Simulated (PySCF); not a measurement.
# Ne²⁺: dipole response in aug-cc-pwCVTZ

How polarisable is Ne²⁺ at the levels listed below?

The numbers are computed with PySCF 2.14.0 (unrestricted determinants in a Gaussian basis, no spin-orbit coupling in the energies), except any that are marked as measured or tabulated.

### 1 What is computed

- Element: neon (Z = 10)
- Basis: aug-cc-pwCVTZ (7s6p4d2f, 59 functions)
- Hamiltonian: no relativity, point nucleus
- State 1: Ne²⁺: [He] 2s2 2p3 3s1, high-spin 5S determinant (an excited configuration)
- Methods: UHF, PBE, PBE0, MN15, PW91

The outer shells:

Ne2+ [He] 2s2 2p3 3s1
```
[He] core
2s [↑↓]
2p [↑ ][↑ ][↑ ]
3s [↑ ]
```

One driver process ran all states and methods and kept the integrals in memory. Each run is shown as a PySCF script that sums up its settings (the driver passes frozen orbitals as a list and adds second-order terms of double hybrids); the logs are those of the runs themselves. The driver starts from symmetry-adapted Hartree-Fock orbitals, holds the occupation by maximum overlap and uses a logarithmic radial grid for functionals, so a plain start would take other cycles.

The integrals over 59 functions and the set-up took 0.08 s of CPU time.

### 2 Ne²⁺ [He] 2s2 2p3 3s1

Level: UHF.

File input.py:

```python
from pyscf import gto, scf, dft, mp, cc
import basis_set_exchange as bse
mol = gto.M(atom="Ne 0 0 0", charge=2, spin=4, symmetry="D2h",
            basis=gto.basis.parse(bse.get_basis("aug-cc-pwCVTZ", elements=["Ne"], fmt="nwchem")))
mf = scf.UHF(mol)
mf.irrep_nelec = {'Ag': (3, 2), 'B1u': (1, 0), 'B2u': (1, 0), 'B3u': (1, 0)}
mf.kernel()
```

The program printed:

```text
damping factor = 0
level_shift factor = 0
DIIS = <class 'pyscf.scf.diis.CDIIS'>
diis_start_cycle = 1
diis_space = 10
diis_damp = 0
SCF conv_tol = 1e-09
SCF conv_tol_grad = None
number electrons alpha = 6  beta = 2
cycle= 1 E= -124.996703235438  delta_E= -3.51e-12  |g|= 6.24e-07  |ddm|= 5.81e-06
converged SCF energy = -124.996703235438  <S^2> = 6.0018334  2S+1 = 5.0007333
```

CPU time 1.3 s on a shared host, the integrals not counted.

Orbital energies by shell (radii are means over both spins):

```csv
shell,electrons,mean orbital energy (eV),spread (eV),rms radius (bohr)
1s α,1,-965.61,0,0.182
1s β,1,-959.18,0,0.182
2s α,1,-115.40,0,0.872
2s β,1,-94.820,0,0.872
2p α,3,-86.571,0,0.833
3s α,1,-24.526,0,2.76
```

⟨S²⟩ = 6.002, ⟨L²⟩ = 0.00.

The driver then solved the coupled dipole response at imaginary frequencies: mean α = 28.05 bohr³, C₆ = 104.9 au for a like pair.

Level: PBE.

input.py differs from the last one in:

```diff
@@ -4,3 +4,3 @@
             basis=gto.basis.parse(bse.get_basis("aug-cc-pwCVTZ", elements=["Ne"], fmt="nwchem")))
-mf = scf.UHF(mol)
+mf = dft.UKS(mol, xc="PBE")
 mf.irrep_nelec = {'Ag': (3, 2), 'B1u': (1, 0), 'B2u': (1, 0), 'B3u': (1, 0)}
```

The program printed:

```text
damping factor = 0
level_shift factor = 0
DIIS = <class 'pyscf.scf.diis.CDIIS'>
diis_start_cycle = 1
diis_space = 10
diis_damp = 0
SCF conv_tol = 1e-09
SCF conv_tol_grad = None
number electrons alpha = 6  beta = 2
XC functionals = PBE
    J. P. Perdew, K. Burke, and M. Ernzerhof.,  Phys. Rev. Lett. 77, 3865 (1996)
    J. P. Perdew, K. Burke, and M. Ernzerhof.,  Phys. Rev. Lett. 78, 1396 (1997)
    J. P. Perdew, K. Burke, and M. Ernzerhof.,  Phys. Rev. Lett. 77, 3865 (1996)
    J. P. Perdew, K. Burke, and M. Ernzerhof.,  Phys. Rev. Lett. 78, 1396 (1997)
cycle= 1 E= -125.12290325686  delta_E= -0.00516  |g|= 0.00726  |ddm|= 0.128
cycle= 2 E= -125.122910598552  delta_E= -7.34e-06  |g|= 0.00126  |ddm|= 0.0251
cycle= 3 E= -125.122910824749  delta_E= -2.26e-07  |g|= 0.000311  |ddm|= 0.00192
cycle= 4 E= -125.122910839482  delta_E= -1.47e-08  |g|= 9.57e-06  |ddm|= 0.00052
cycle= 5 E= -125.122910839499  delta_E= -1.72e-11  |g|= 2.16e-07  |ddm|= 1.75e-05
converged SCF energy = -125.122910839499  <S^2> = 6.0004378  2S+1 = 5.0001751
```

It used 1.5 s of CPU time after the integrals (shared host).

The driver then solved the coupled dipole response at imaginary frequencies: mean α = 23.97 bohr³, C₆ = 83.03 au for a like pair.

Level: PBE0.

input.py differs from the last one in:

```diff
@@ -4,3 +4,3 @@
             basis=gto.basis.parse(bse.get_basis("aug-cc-pwCVTZ", elements=["Ne"], fmt="nwchem")))
-mf = dft.UKS(mol, xc="PBE")
+mf = dft.UKS(mol, xc="PBE0")
 mf.irrep_nelec = {'Ag': (3, 2), 'B1u': (1, 0), 'B2u': (1, 0), 'B3u': (1, 0)}
```

The program printed:

```text
damping factor = 0
level_shift factor = 0
DIIS = <class 'pyscf.scf.diis.CDIIS'>
diis_start_cycle = 1
diis_space = 10
diis_damp = 0
SCF conv_tol = 1e-09
SCF conv_tol_grad = None
number electrons alpha = 6  beta = 2
XC functionals = PBE0
    C. Adamo and V. Barone.,  J. Chem. Phys. 110, 6158 (1999)
    M. Ernzerhof and G. E. Scuseria.,  J. Chem. Phys. 110, 5029 (1999)
cycle= 1 E= -125.141910435927  delta_E= -0.0028  |g|= 0.00759  |ddm|= 0.088
cycle= 2 E= -125.141922862811  delta_E= -1.24e-05  |g|= 0.000655  |ddm|= 0.0221
cycle= 3 E= -125.141923043214  delta_E= -1.8e-07  |g|= 5.4e-05  |ddm|= 0.00348
cycle= 4 E= -125.141923044237  delta_E= -1.02e-09  |g|= 9.4e-06  |ddm|= 0.000299
cycle= 5 E= -125.14192304425  delta_E= -1.32e-11  |g|= 5.64e-07  |ddm|= 1.41e-05
converged SCF energy = -125.14192304425  <S^2> = 6.0006626  2S+1 = 5.000265
```

It used 2.5 s of CPU time after the integrals (shared host).

The driver then solved the coupled dipole response at imaginary frequencies: mean α = 25.23 bohr³, C₆ = 89.66 au for a like pair.

Level: MN15.

input.py differs from the last one in:

```diff
@@ -4,3 +4,3 @@
             basis=gto.basis.parse(bse.get_basis("aug-cc-pwCVTZ", elements=["Ne"], fmt="nwchem")))
-mf = dft.UKS(mol, xc="PBE0")
+mf = dft.UKS(mol, xc="MN15")
 mf.irrep_nelec = {'Ag': (3, 2), 'B1u': (1, 0), 'B2u': (1, 0), 'B3u': (1, 0)}
```

The program printed:

```text
damping factor = 0
level_shift factor = 0
DIIS = <class 'pyscf.scf.diis.CDIIS'>
diis_start_cycle = 1
diis_space = 10
diis_damp = 0
SCF conv_tol = 1e-09
SCF conv_tol_grad = None
number electrons alpha = 6  beta = 2
XC functionals = MN15
    H. S. Yu, X. He, S. L. Li, and D. G. Truhlar.,  Chem. Sci. 7, 5032-5051 (2016)
    H. S. Yu, X. He, S. L. Li, and D. G. Truhlar.,  Chem. Sci. 7, 5032-5051 (2016)
cycle= 1 E= -125.139078435099  delta_E= -0.0289  |g|= 0.0951  |ddm|= 0.244
cycle= 2 E= -125.139147156132  delta_E= -6.87e-05  |g|= 0.0081  |ddm|= 0.0226
cycle= 3 E= -125.139147881564  delta_E= -7.25e-07  |g|= 0.000289  |ddm|= 0.00312
cycle= 4 E= -125.139147897704  delta_E= -1.61e-08  |g|= 7.89e-05  |ddm|= 0.000712
cycle= 5 E= -125.139147898572  delta_E= -8.67e-10  |g|= 6.01e-06  |ddm|= 0.000118
converged SCF energy = -125.139147898572  <S^2> = 6.0000687  2S+1 = 5.0000275
```

It used 6.3 s of CPU time after the integrals (shared host).

The driver then solved the coupled dipole response at imaginary frequencies: mean α = 27.56 bohr³, C₆ = 96.72 au for a like pair.

Level: PW91.

input.py differs from the last one in:

```diff
@@ -4,3 +4,3 @@
             basis=gto.basis.parse(bse.get_basis("aug-cc-pwCVTZ", elements=["Ne"], fmt="nwchem")))
-mf = dft.UKS(mol, xc="MN15")
+mf = dft.UKS(mol, xc="PW91,PW91")
 mf.irrep_nelec = {'Ag': (3, 2), 'B1u': (1, 0), 'B2u': (1, 0), 'B3u': (1, 0)}
```

The program printed:

```text
damping factor = 0
level_shift factor = 0
DIIS = <class 'pyscf.scf.diis.CDIIS'>
diis_start_cycle = 1
diis_space = 10
diis_damp = 0
SCF conv_tol = 1e-09
SCF conv_tol_grad = None
number electrons alpha = 6  beta = 2
XC functionals = PW91,PW91
    J. P. Perdew. In P. Ziesche and H. Eschrig, editors, Proceedings of the 75. WE-Heraeus-Seminar and 21st Annual International Symposium on Electronic Structure of Solids, 11. Berlin, 1991. Akademie Verlag.
    J. P. Perdew, J. A. Chevary, S. H. Vosko, K. A. Jackson, M. R. Pederson, D. J. Singh, and C. Fiolhais.,  Phys. Rev. B 46, 6671 (1992)
    J. P. Perdew, J. A. Chevary, S. H. Vosko, K. A. Jackson, M. R. Pederson, D. J. Singh, and C. Fiolhais.,  Phys. Rev. B 48, 4978 (1993)
    J. P. Perdew. In P. Ziesche and H. Eschrig, editors, Proceedings of the 75. WE-Heraeus-Seminar and 21st Annual International Symposium on Electronic Structure of Solids, 11. Berlin, 1991. Akademie Verlag.
    J. P. Perdew, J. A. Chevary, S. H. Vosko, K. A. Jackson, M. R. Pederson, D. J. Singh, and C. Fiolhais.,  Phys. Rev. B 46, 6671 (1992)
    J. P. Perdew, J. A. Chevary, S. H. Vosko, K. A. Jackson, M. R. Pederson, D. J. Singh, and C. Fiolhais.,  Phys. Rev. B 48, 4978 (1993)
cycle= 1 E= -125.190387094114  delta_E= -0.00541  |g|= 0.00614  |ddm|= 0.136
cycle= 2 E= -125.190394138459  delta_E= -7.04e-06  |g|= 0.000345  |ddm|= 0.0256
cycle= 3 E= -125.190394170018  delta_E= -3.16e-08  |g|= 1.46e-05  |ddm|= 0.00168
cycle= 4 E= -125.19039417009  delta_E= -7.24e-11  |g|= 3.31e-06  |ddm|= 7.83e-05
converged SCF energy = -125.19039417009  <S^2> = 6.000443  2S+1 = 5.0001772
```

CPU time 1.5 s on a shared host, the integrals not counted.

The driver then solved the coupled dipole response at imaginary frequencies: mean α = 24.00 bohr³, C₆ = 82.98 au for a like pair.

Radial density 4πr²ρ of Ne²⁺ at UHF:

```csv
r (bohr),density,spin density
0.00290,0.0629,0.000
0.00488,0.172,0.001
0.00821,0.453,0.002
0.0138,1.15,0.005
0.0232,2.69,0.012
0.0391,5.56,0.028
0.0657,9.28,0.070
0.111,10.9,0.224
0.186,7.65,0.799
0.313,4.57,2.378
0.526,6.31,3.917
0.885,4.55,2.489
1.49,1.01,0.653
2.50,0.463,0.455
4.21,0.0923,0.092
7.08,0.000168,0.000
```

### 3 Polarisabilities and C₆

Ne²⁺ [He] 2s2 2p3 3s1, in atomic units:

```
method  mean α  C₆ (like pair)  S(−4)
   UHF   28.05           104.9  967.3
   PBE   23.97           83.03  713.0
  PBE0   25.23           89.66  786.6
  MN15   27.56           96.72   1054
  PW91   24.00           82.98  719.5
```

α(iu) at PW91:

```csv
u (hartree),α(iu) (bohr³)
0,24.00
0.0500,22.34
0.100,18.52
0.200,11.22
0.300,6.999
0.500,3.469
0.750,1.952
1.00,1.311
1.50,0.7670
2.00,0.5322
3.00,0.3170
5.00,0.1559
```

### 4 Summary of results

| quantity | value |
| --- | --- |
| α of Ne²⁺ [He] 2s2 2p3 3s1 | 23.97 (PBE) to 28.05 (UHF) bohr³ |

What this shows: A single London oscillator with the computed α and C₆ of Ne²⁺ [He] 2s2 2p3 3s1 at UHF would have ω = 4 C₆ / (3 α²) = 0.178 hartree. The basis is finite, and no extrapolation was made.
